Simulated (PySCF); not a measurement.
**GaSiH4Cl (SMILES [SiH3][GaH][Cl]): levels of theory compared**

Aim: a comparison of 5 runs (HF/STO-3G, B3LYP/6-31G*, CAM-B3LYP/cc-pVDZ, SVWN5/def2-SVPD, MP2/def2-TZVP) of GaSiH4Cl. The job is set up through a Python script.

Program for the calculation: PySCF 2.14.0.

## (1) Starting point

GaSiH4Cl: 7 atoms, total charge 0, spin state singlet. SMILES: `[SiH3][GaH][Cl]`. The shape comes from GFN2-xTB, which is rough for such elements, and wasn't checked as a minimum.

Bond lengths: Si1–Ga2 2.413 Å, Ga2–Cl3 2.101 Å, Si1–H4 1.474 Å, Si1–H5 1.476 Å, Si1–H6 1.472 Å, Ga2–H7 1.630 Å. Angles: Si1–Ga2–Cl3 125.2°, Si1–Ga2–H7 125.9°, Cl3–Ga2–H7 108.9°, Ga2–Si1–H4 111.6°, Ga2–Si1–H5 108.6°, Ga2–Si1–H6 112.5°, H4–Si1–H5 107.8°, H4–Si1–H6 107.9°, H5–Si1–H6 108.1°.

## (2) Energy and gradient at HF/STO-3G (run 1)

calc.py reads:

```python
import pyscf.grad
from pyscf import gto

mol = gto.Mole()
mol.atom = '''
Si    -0.922200     0.560190    -0.301100
Ga     1.012340    -0.652810     0.480210
Cl     2.627560    -1.257590    -0.718720
H     -2.035550    -0.347720    -0.633090
H     -0.555320     1.293210    -1.528140
H     -1.411840     1.535900     0.686270
H      1.285010    -1.131180     2.014550
'''
mol.max_memory = 1860
mol.verbose = 4
mol.basis = 'sto-3g'
mol.build()

calc0 = mol.RHF()
calc0.conv_tol = 1e-10
calc0.kernel()
if not calc0.converged:
    calc0 = calc0.newton().run(calc0.mo_coeff, calc0.mo_occ)

energy = calc0.e_tot
print('Final energy', energy)
grad = calc0.Gradients().kernel()
calc0.analyze()
```

On the command line:

```sh
$ OMP_NUM_THREADS=1 python calc.py
```

The program printed:

```text
PySCF version 2.14.0

[... 100 lines left out ...]
Two-electron Energy =                 1367.253089999975373
[... 7 lines left out ...]
MO #4   energy= -46.6755167256975  occ= 2
[... 5 lines left out ...]
MO #10  energy= -7.75533495407716  occ= 2
[... 5 lines left out ...]
MO #16  energy= -3.98993019578204  occ= 2
[... 5 lines left out ...]
MO #22  energy= -0.521088552800963 occ= 2
[... 5 lines left out ...]
MO #28  energy= -0.347385279887482 occ= 2
[... 5 lines left out ...]
MO #34  energy= 0.147775999885534  occ= 0
[... 5 lines left out ...]
MO #40  energy= 0.599805051943685  occ= 0
[... 50 lines left out ...]
Dipole moment(X, Y, Z, Debye): -2.38468,  1.00327,  1.12379
```

Run time: 2.2 s. Hardware: 1 thread of Arm Neoverse V1, shared host; peak memory 0.12 GiB.

## (3) Energy and forces at B3LYP/6-31G(d) (spherical functions) (run 2)

calc.py reads:

```python
# [SiH3][GaH][Cl]
from pyscf import gto, dft

system = gto.M(
    atom='''
Si    -1.742705     1.058606    -0.568997
Ga     1.913045    -1.233632     0.907465
Cl     4.965369    -2.376501    -1.358184
H     -3.846632    -0.657096    -1.196367
H     -1.049403     2.443813    -2.887766
H     -2.667991     2.902430     1.296862
H      2.428317    -2.137620     3.806948
''',
    max_memory=1860,
    unit='bohr',
    basis='6-31g*',
    charge=0,
    verbose=3,
)

calc0 = dft.RKS(system)
calc0.xc = 'b3lyp'
calc0.conv_tol = 1e-10
calc0.grids.level = 5
calc0.kernel()
if not calc0.converged:
    calc0 = calc0.newton().run(calc0.mo_coeff, calc0.mo_occ)

e_final = calc0.e_tot
print(f'total energy: {e_final:.8f} hartree')
grad = calc0.nuc_grad_method().kernel()
calc0.analyze()
```

On the command line:

```sh
$ OMP_NUM_THREADS=1 python calc.py
```

The program printed:

```text
converged SCF energy = -2676.75887403269
[... 15 lines left out ...]
MO #4   energy= -45.9820191312686  occ= 2
[... 8 lines left out ...]
MO #13  energy= -5.28844746491849  occ= 2
[... 8 lines left out ...]
MO #22  energy= -0.8655949038683   occ= 2
[... 8 lines left out ...]
MO #31  energy= -0.332336572732351 occ= 2
[... 8 lines left out ...]
MO #40  energy= 0.0879447736502406 occ= 0
[... 8 lines left out ...]
MO #49  energy= 0.367678482851147  occ= 0
[... 8 lines left out ...]
MO #58  energy= 0.657668033507876  occ= 0
[... 8 lines left out ...]
MO #67  energy= 1.03382309169753   occ= 0
[... 8 lines left out ...]
MO #76  energy= 2.97011968333259   occ= 0
[... 8 lines left out ...]
Dipole moment(X, Y, Z, Debye): -1.72531,  0.77703,  0.52915
```

Run time: 29 s. Hardware: 1 thread of Arm Neoverse V1, shared host; peak memory 0.74 GiB.

## (4) Energy and forces at CAM-B3LYP/cc-pVDZ (run 3)

calc.py reads:

```python
import pyscf.grad
from pyscf import gto, dft

molecule = gto.M(
    atom='''
Si      -0.922200       0.560190      -0.301100
Ga       1.012340      -0.652810       0.480210
Cl       2.627560      -1.257590      -0.718720
H       -2.035550      -0.347720      -0.633090
H       -0.555320       1.293210      -1.528140
H       -1.411840       1.535900       0.686270
H        1.285010      -1.131180       2.014550
''',
    basis='cc-pvdz',
    verbose=4,
    max_memory=1860,
)

mf = dft.RKS(molecule, xc='cam-b3lyp')
mf.conv_tol = 1e-10
mf.grids.level = 5
mf.kernel()
if not mf.converged:
    mf = mf.newton().run(mf.mo_coeff, mf.mo_occ)

e_tot = mf.e_tot
print(f'total energy: {e_tot:.8f} hartree')
grad = mf.Gradients().kernel()
mf.analyze()
```

On the command line:

```sh
$ OMP_NUM_THREADS=1 python calc.py
```

The program printed:

```text
PySCF version 2.14.0

[... 90 lines left out ...]
Total Energy =                       -2677.087330975184614
[... 12 lines left out ...]
MO #6   energy= -40.8136833410524  occ= 2
[... 10 lines left out ...]
MO #17  energy= -3.72793147435301  occ= 2
[... 10 lines left out ...]
MO #28  energy= -0.427616918621702 occ= 2
[... 10 lines left out ...]
MO #39  energy= 0.120308039822673  occ= 0
[... 10 lines left out ...]
MO #50  energy= 0.399391729014778  occ= 0
[... 10 lines left out ...]
MO #61  energy= 0.740386210786304  occ= 0
[... 10 lines left out ...]
MO #72  energy= 1.29382949511809   occ= 0
[... 10 lines left out ...]
MO #83  energy= 2.04593256594682   occ= 0
[... 93 lines left out ...]
Dipole moment(X, Y, Z, Debye): -1.60751,  0.72457,  0.52016
```

Run time: 49 s. Hardware: 1 thread of Arm Neoverse V1, shared host; peak memory 0.81 GiB.

Run 4 isn't shown in full; the table further down has it.

## (5) Energy and gradient at MP2/def2-TZVP (run 5)

job.py reads:

```python
import pyscf.grad
from pyscf import gto, scf, mp

mol = gto.M(
    atom='''
Si    -1.742705     1.058606    -0.568997
Ga     1.913045    -1.233632     0.907465
Cl     4.965369    -2.376501    -1.358184
H     -3.846632    -0.657096    -1.196367
H     -1.049403     2.443813    -2.887766
H     -2.667991     2.902430     1.296862
H      2.428317    -2.137620     3.806948
''',
    basis='def2-tzvp',
    max_memory=1860,
    verbose=3,
    unit='bohr',
)

hf = scf.RHF(mol)
hf.conv_tol = 1e-10
hf.kernel()
if not hf.converged:
    hf = hf.newton().run(hf.mo_coeff, hf.mo_occ)

pt = mp.MP2(hf, frozen=19).run()
e_tot = pt.e_tot
print('E(%s) = %.9f' % ('MP2', e_tot))
grad = pt.Gradients().kernel()
hf.analyze()
```

On the command line:

```sh
$ OMP_NUM_THREADS=1 python job.py
```

The program printed:

```text
converged SCF energy = -2674.08197628364
[... 23 lines left out ...]
MO #10  energy= -8.00778646972633  occ= 2
[... 16 lines left out ...]
MO #27  energy= -0.58780380724648  occ= 2
[... 16 lines left out ...]
MO #44  energy= 0.267726696494943  occ= 0
[... 16 lines left out ...]
MO #61  energy= 0.617978167350387  occ= 0
[... 16 lines left out ...]
MO #78  energy= 1.1421043645394    occ= 0
[... 16 lines left out ...]
MO #95  energy= 1.61267450820704   occ= 0
[... 16 lines left out ...]
MO #112 energy= 2.42005423937105   occ= 0
[... 16 lines left out ...]
MO #129 energy= 2.93567653230574   occ= 0
[... 16 lines left out ...]
MO #146 energy= 25.6767772838208   occ= 0
[... 8 lines left out ...]
Dipole moment(X, Y, Z, Debye): -1.72013,  0.79651,  0.52148
```

It took 68 s on 1 thread of Arm Neoverse V1, shared host; peak memory 2 GiB.

## (6) Overview of the runs

| run | level | integration grid | frozen core orbitals | energy (Eh) | dipole moment (D) of the reference | HOMO energy (eV) | LUMO energy (eV) | wall time |
| --- | --- | --- | --- | --- | --- | --- | --- | --- |
| 1 | HF/STO-3G | – | – | -2643.452760 | 2.82 | -7.72 | 4.02 | 2.2 s |
| 2 | B3LYP/6-31G* (spherical functions) | 5 | – | -2676.758874 | 1.96 | -7.53 | -2.23 | 29 s |
| 3 | CAM-B3LYP/cc-pVDZ | 5 | – | -2677.087331 | 1.84 | -8.96 | -1.04 | 49 s |
| 4 | SVWN5/def2-SVPD | 5 | – | -2670.816130 | 1.87 | -6.76 | -3.10 | 29 s |
| 5 | MP2/def2-TZVP | – | 19 | -2674.606353 | 1.97 | -10.40 | 0.76 | 68 s |

## (7) Summary of results

| quantity | value |
| --- | --- |
| run 5: total energy | -2674.60635 Eh |
| run 5: dipole moment (Hartree–Fock density) | 1.97 D |
| run 5: HOMO energy (Hartree–Fock orbitals) | -10.40 eV |
| run 5: LUMO energy (Hartree–Fock orbitals) | 0.76 eV |
| run 5: HOMO–LUMO gap (Hartree–Fock orbitals) | 11.16 eV |
| run 5: correlation energy (19 core orbitals frozen) | -524.4 mEh |
| run 5: largest force on an atom | 1.753 eV/Å |

What this shows: Over runs 1, 2, 3, 4 the dipole moment (its size) runs from 1.84 D (CAM-B3LYP/cc-pVDZ) to 2.82 D (HF/STO-3G). The two ends differ in method and basis. Over runs 1, 2, 3, 4 the HOMO–LUMO gap runs from 3.66 eV (SVWN5/def2-SVPD) to 11.74 eV (HF/STO-3G). Totals of different functionals can't be ranked against each other. In run 1 the basis is minimal, so the values are rough. All runs together took 2.9 min, the longest 68 s.
